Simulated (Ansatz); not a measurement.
# C4H14N2Sn: a ladder of functionals and wavefunction methods

How much do the methods differ for C4H14N2Sn? The plan is to run it at one geometry with functionals of several rungs and with coupled cluster, and see how far each lands from CCSD(T) at the basis-set limit for the atomisation energy.

Program: Ansatz 0.2.0, Gaussian basis. Level of theory: functionals in def2-TZVPP, the program's frozen cores in correlated methods. These are calculated values, not measurements.

Plan: LDA (SPW92), PBE-D4, revPBE-D4, BLYP-D4, r2SCAN-D4, B97M-V, PBE0-D4, B3LYP-D4, r2SCANh-D4, r2SCAN0-D4, HSE06-D4, BHLYP-D4, CAM-B3LYP-D4, LC-ωPBE, ωB97X-V, ωB97M-V, B2PLYP, PBE-QIDH; CCSD(T)/def2-SVP; CCSD(T)/def2-TZVPP; MP2/def2-QZVPP; extrapolation to the limit; RPA on PBE.

## Step 1: The geometry

The geometry comes from an earlier relaxation with PBE0-D4 in a triple-zeta def2 set; it is a stationary point, not always the lowest conformer. Sn takes the def2 core potential; no spin-orbit term is included.

SMILES `C[N](C)[SnH2][N](C)C`, 21 atoms, charge 0, spin multiplicity 1.

Atoms are counted from 1 here; the program's logs count them from 0.

Bond lengths: C1–N2 1.441 Å, C1–H8 1.093 Å, C1–H9 1.099 Å, C1–H10 1.102 Å, N2–C3 1.440 Å, N2–Sn4 2.013 Å, C3–H11 1.099 Å, C3–H12 1.093 Å, C3–H13 1.104 Å, Sn4–N5 2.028 Å, Sn4–H14 1.716 Å, Sn4–H15 1.706 Å, N5–C6 1.439 Å, N5–C7 1.440 Å, C6–H16 1.099 Å, C6–H17 1.094 Å, C6–H18 1.104 Å, C7–H19 1.104 Å and more. Angles: N2–C1–H8 111.0°, N2–C1–H9 110.4°, N2–C1–H10 113.3°, H8–C1–H9 107.4°, H8–C1–H10 107.4°, H9–C1–H10 107.2°, C1–N2–C3 113.1°, C1–N2–Sn4 119.1°, C3–N2–Sn4 120.8°, N2–C3–H11 110.5°, N2–C3–H12 110.9°, N2–C3–H13 113.3°, H11–C3–H12 107.3°, H11–C3–H13 106.9°, H12–C3–H13 107.7°, N2–Sn4–N5 106.9°, N2–Sn4–H14 105.1°, N2–Sn4–H15 110.6° and more.

## Step 2: LDA

This LDA is Slater exchange with PW92 correlation.

in.yaml

```yaml
crystal:
  periodic: [false, false, false]
  atoms:
    - {symbol: C, position_ang: [-0.953371, -1.990125, 0.871309]}
    - {symbol: N, position_ang: [-0.392521, -1.680856, -0.419014]}
    - {symbol: C, position_ang: [0.808321, -2.421667, -0.704289]}
    - {symbol: Sn, position_ang: [-0.681685, 0.152799, -1.197400]}
    - {symbol: N, position_ang: [-0.102019, 1.490694, 0.212848]}
    - {symbol: C, position_ang: [-0.576058, 2.848367, 0.151380]}
    - {symbol: C, position_ang: [1.239553, 1.385933, 0.726098]}
    - {symbol: H, position_ang: [-1.885770, -1.443477, 1.034329]}
    - {symbol: H, position_ang: [-1.184657, -3.062324, 0.940992]}
    - {symbol: H, position_ang: [-0.278893, -1.747048, 1.708836]}
    - {symbol: H, position_ang: [0.601750, -3.501333, -0.712808]}
    - {symbol: H, position_ang: [1.204102, -2.158945, -1.688518]}
    - {symbol: H, position_ang: [1.610442, -2.254622, 0.034971]}
    - {symbol: H, position_ang: [0.252961, 0.179743, -2.636036]}
    - {symbol: H, position_ang: [-2.346126, 0.457216, -1.415525]}
    - {symbol: H, position_ang: [-0.577985, 3.298165, 1.154408]}
    - {symbol: H, position_ang: [-1.604402, 2.883081, -0.219871]}
    - {symbol: H, position_ang: [0.036069, 3.503449, -0.492360]}
    - {symbol: H, position_ang: [1.989940, 1.920740, 0.118292]}
    - {symbol: H, position_ang: [1.546401, 0.338089, 0.790469]}
    - {symbol: H, position_ang: [1.293959, 1.802102, 1.741881]}
basis:
  gaussian: {orbitals: def2-TZVPP}
hamiltonian: {xc: lda}
output: {orbitals: {seedname: orbitals}}
```

Launch:

```bash
$ ansatz run in.yaml --threads 4 --pin off --events-out ev --progress --plain --max-ram 63488MiB --backend cuda --devices 0, --max-vram 37GiB
```

Further steps of the session: PBE-D4 (GGA); revPBE-D4 (GGA); BLYP-D4 (GGA); r2SCAN-D4 (meta-GGA); B97M-V (meta-GGA); B3LYP-D4 (hybrid); r2SCANh-D4 (hybrid); r2SCAN0-D4 (hybrid); HSE06-D4 (hybrid); BHLYP-D4 (hybrid); CAM-B3LYP-D4 (range-separated); LC-ωPBE (range-separated); ωB97X-V (range-separated); ωB97M-V (range-separated); B2PLYP (double hybrid); PBE-QIDH (double hybrid); CCSD(T) in def2-SVP; CCSD(T) in def2-TZVPP; MP2 in def2-QZVPP; RPA on PBE orbitals.

Before running them: what should the planned runs give, taken together? Wanted: atomisation energy, CCSD(T)/CBS; farthest beyond LDA; mean size of error, GGA; mean size of error, meta-GGA; mean size of error, hybrid; mean size of error, range-separated; mean size of error, double hybrid; gap, smallest and largest; T1 diagnostic.

The runs gave:

| quantity | value |
| --- | --- |
| atomisation energy, CCSD(T)/CBS | 1774.7 kcal/mol |
| functionals within 17.7 kcal/mol (1.0 %) | revPBE-D4, BLYP-D4, r2SCAN-D4, B97M-V, PBE0-D4, B3LYP-D4, HSE06-D4, CAM-B3LYP-D4, LC-ωPBE, ωB97X-V, ωB97M-V |
| farthest beyond LDA | BHLYP-D4 (-46.1 kcal/mol) |
| mean size of error, GGA | 14.9 kcal/mol |
| mean size of error, meta-GGA | 5.1 kcal/mol |
| mean size of error, hybrid | 15.9 kcal/mol |
| mean size of error, range-separated | 6.0 kcal/mol |
| mean size of error, double hybrid | 21.6 kcal/mol |
| gap, smallest and largest | 4.04 eV (LDA (SPW92)), 10.86 eV (LC-ωPBE) |
| T1 diagnostic | 0.0121 |
| triples share of the correlation energy | 3.7 % |

The LDA atomisation energy is off by 249.5 kcal/mol (14 %): it overbinds. PBE-D4 is off by +26.9 kcal/mol. Double hybrids carry the basis error of their MP2 part in triple zeta, and no dispersion term here, so their miss is partly the set-up's. The rungs meta-GGA, range-separated, GGA, hybrid miss on average by less than the doubt on the reference (17.7 kcal/mol), so they tie. The reference freezes the cores and leaves out spin-orbit coupling and excitations past (T), and its outer-core shells are covered unevenly, so misses under about 17.7 kcal/mol can't be ranked. All levels share the lack of spin-orbit coupling, which lowers the free heavy atoms and so the true binding. Hartree-Fock recovers 71 % of the binding; the rest is correlation. CCSD(T) in def2-SVP is off by -96.7 kcal/mol, which most functionals beat. Orbital gaps span 4.0 to 10.9 eV; exact exchange widens them. Correlated methods include outer-core shells of Sn, which these sets cover unevenly.
